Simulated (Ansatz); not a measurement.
**CH3AlFGa: a ladder of functionals and wavefunction methods**

Aim: compute CH3AlFGa with functionals from several rungs and with coupled cluster, and see how far each lands from CCSD(T) at the basis-set limit for the atomisation energy.

The runs use Ansatz 0.2.0, Gaussian basis; functionals in def2-TZVPP, the program's frozen cores in correlated methods.

Plan: LDA (SPW92), PBE-D4, revPBE-D4, BLYP-D4, r2SCAN-D4, B97M-V, PBE0-D4, B3LYP-D4, r2SCANh-D4, r2SCAN0-D4, HSE06-D4, BHLYP-D4, CAM-B3LYP-D4, LC-ωPBE, ωB97X-V, ωB97M-V, B2PLYP, PBE-QIDH; CCSD(T)/def2-SVP; CCSD(T)/def2-TZVPP; MP2/def2-QZVPP; extrapolation to the limit; RPA on PBE.

### 1 The geometry

The geometry comes from an earlier relaxation with PBE0-D4 in a triple-zeta def2 set; it is a stationary point, not always the lowest conformer.

SMILES `[F][Al]1[CH2][GaH]1`, 7 atoms, charge 0, spin multiplicity 1.

Atoms are counted from 1 here; the program's logs count them from 0.

Bond lengths: F1–Al2 1.650 Å, Al2–C3 1.925 Å, Al2–Ga4 2.404 Å, C3–Ga4 2.035 Å, C3–H5 1.120 Å, C3–H6 1.090 Å, Ga4–H7 1.570 Å. Angles: F1–Al2–C3 139.0°, F1–Al2–Ga4 163.7°, C3–Al2–Ga4 54.7°, Al2–C3–Ga4 74.7°, Al2–C3–H5 92.0°, Al2–C3–H6 142.7°, Ga4–C3–H5 95.6°, Ga4–C3–H6 131.2°, H5–C3–H6 108.4°, Al2–Ga4–C3 50.6°, Al2–Ga4–H7 166.1°, C3–Ga4–H7 133.9°.

### 2 LDA

This LDA is Slater exchange with PW92 correlation.

in.yaml

```yaml
crystal:
  periodic: [false, false, false]
  atoms:
    - {symbol: F, position_ang: [-0.633362, -2.679740, 1.150911]}
    - {symbol: Al, position_ang: [-0.349593, -1.303626, 0.286757]}
    - {symbol: C, position_ang: [0.462883, 0.424138, 0.533596]}
    - {symbol: Ga, position_ang: [-0.549322, 0.552785, -1.227343]}
    - {symbol: H, position_ang: [1.427634, 0.079359, 0.080739]}
    - {symbol: H, position_ang: [0.686662, 1.177209, 1.289408]}
    - {symbol: H, position_ang: [-1.044892, 1.749875, -2.114077]}
basis:
  gaussian: {orbitals: def2-TZVPP}
hamiltonian: {xc: lda}
output: {orbitals: {seedname: orbitals}}
```

Run with:

```console
$ ansatz run in.yaml --threads 2 --pin off --events-out ev --progress --plain --max-ram 4352MiB
```

The runs that follow: PBE-D4 (GGA); revPBE-D4 (GGA); BLYP-D4 (GGA); r2SCAN-D4 (meta-GGA); B97M-V (meta-GGA); PBE0-D4 (hybrid); B3LYP-D4 (hybrid); r2SCANh-D4 (hybrid); r2SCAN0-D4 (hybrid); HSE06-D4 (hybrid); BHLYP-D4 (hybrid); CAM-B3LYP-D4 (range-separated); LC-ωPBE (range-separated); ωB97X-V (range-separated); ωB97M-V (range-separated); B2PLYP (double hybrid); PBE-QIDH (double hybrid); CCSD(T) in def2-SVP; CCSD(T) in def2-TZVPP; MP2 in def2-QZVPP; RPA on PBE orbitals.

Q: Predict the results of all the runs planned. Wanted: atomisation energy, CCSD(T)/CBS; farthest beyond LDA; mean size of error, GGA; mean size of error, meta-GGA; mean size of error, hybrid; mean size of error, range-separated; mean size of error, double hybrid; gap, smallest and largest; T1 diagnostic.

**Answer**, as computed:

| quantity | value |
| --- | --- |
| atomisation energy, CCSD(T)/CBS | 2202.5 kJ/mol |
| functionals within 22.0 kJ/mol (1.0 %) | PBE-D4, r2SCAN-D4, B97M-V, r2SCANh-D4, HSE06-D4, LC-ωPBE, ωB97X-V, ωB97M-V, PBE-QIDH |
| farthest beyond LDA | BHLYP-D4 (-106.9 kJ/mol) |
| mean size of error, GGA | 36.9 kJ/mol |
| mean size of error, meta-GGA | 11.5 kJ/mol |
| mean size of error, hybrid | 40.1 kJ/mol |
| mean size of error, range-separated | 17.9 kJ/mol |
| mean size of error, double hybrid | 31.9 kJ/mol |
| gap, smallest and largest | 2.10 eV (LDA (SPW92)), 8.23 eV (LC-ωPBE) |
| T1 diagnostic | 0.0149 |
| triples share of the correlation energy | 3.9 % |

In words: The LDA atomisation energy is off by 317.3 kJ/mol (14 %): it overbinds. PBE-D4 misses by +20.5 kJ/mol. Double hybrids carry the basis error of their MP2 part in triple zeta, and no dispersion term here, so their miss is partly the set-up's. The rungs meta-GGA, range-separated miss on average by less than the doubt on the reference (22.0 kJ/mol), so they tie. The reference freezes the cores and leaves out relativity and excitations past (T), and its outer-core shells are covered unevenly, so misses under about 22.0 kJ/mol can't be ranked. Hartree-Fock recovers 71 % of the binding; the rest is correlation. CCSD(T) in def2-SVP is off by -144.9 kJ/mol, so the small basis spoils what the method gains. The gap grows from 2.1 to 8.2 eV across the functionals, mostly with the share of exact exchange. Correlated methods include outer-core shells of Ga, which these sets cover unevenly.
